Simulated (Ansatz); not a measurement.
The system is CaH4.

```
CELL_PARAMETERS angstrom
4.16798 0.00000 0.00000
0.00000 4.16798 0.00000
0.00000 0.00000 4.16798
ATOMIC_POSITIONS crystal
Ca 0.00000 0.00000 0.00000
H 0.50000 0.00000 0.00000
H 0.00000 0.50000 0.00000
H 0.00000 0.00000 0.50000
H 0.50000 0.50000 0.50000
```

The cell was built by a generator and needn't be a form met in nature.

* Program: Ansatz 0.2.0
* Task: relaxation of cell and atoms
* Functional: BLYP
* Potentials or basis: Ansatz PAW
* Cutoff: 420 eV (not typed: the program's choice for these potentials)
* k mesh: 5 × 5 × 5
* Occupations: fermi-dirac, width 0.05 eV
* Spin: no spin polarisation

At the start: volume 14.48 Å³/atom.

**Question.** Where does the relaxation end?

**Answer.** It ends after 6 steps and the volume is 15.28 Å³/atom (+5.5 %); space group Pm-3m (No. 221, to 0.05 Å).

Step by step:
| step | energy change (eV) | largest force (eV/Å) | volume (Å³) |
| --- | --- | --- | --- |
| 1 | 0.0000 | 0.0000 | 72.41 |
| 2 | -0.0105 | 0.0000 | 75.65 |
| 3 | -0.0104 | 0.0000 | 76.23 |
| 4 | -0.0141 | 0.0000 | 76.23 |
| 5 | -0.0140 | 0.0000 | 76.41 |
| 6 | -0.0142 | 0.0000 | 76.41 |

Final structure:
```
Ca H
1.0
     4.24343    0.00000    0.00000
     0.00000    4.24343    0.00000
     0.00000    0.00000    4.24343
Ca H
1 4
Cartesian
  0.0000 0.0000 0.0000
  2.1217 0.0000 0.0000
  0.0000 2.1217 0.0000
  0.0000 0.0000 2.1217
  2.1217 2.1217 2.1217
```

Caveat: the plane-wave basis is chosen anew once the cell has moved, so the energies of steps on either side of that aren't comparable; the PAW data sets come from PBE, with cores solved anew for the run's functional, which leaves a small shift of forces and pressure.
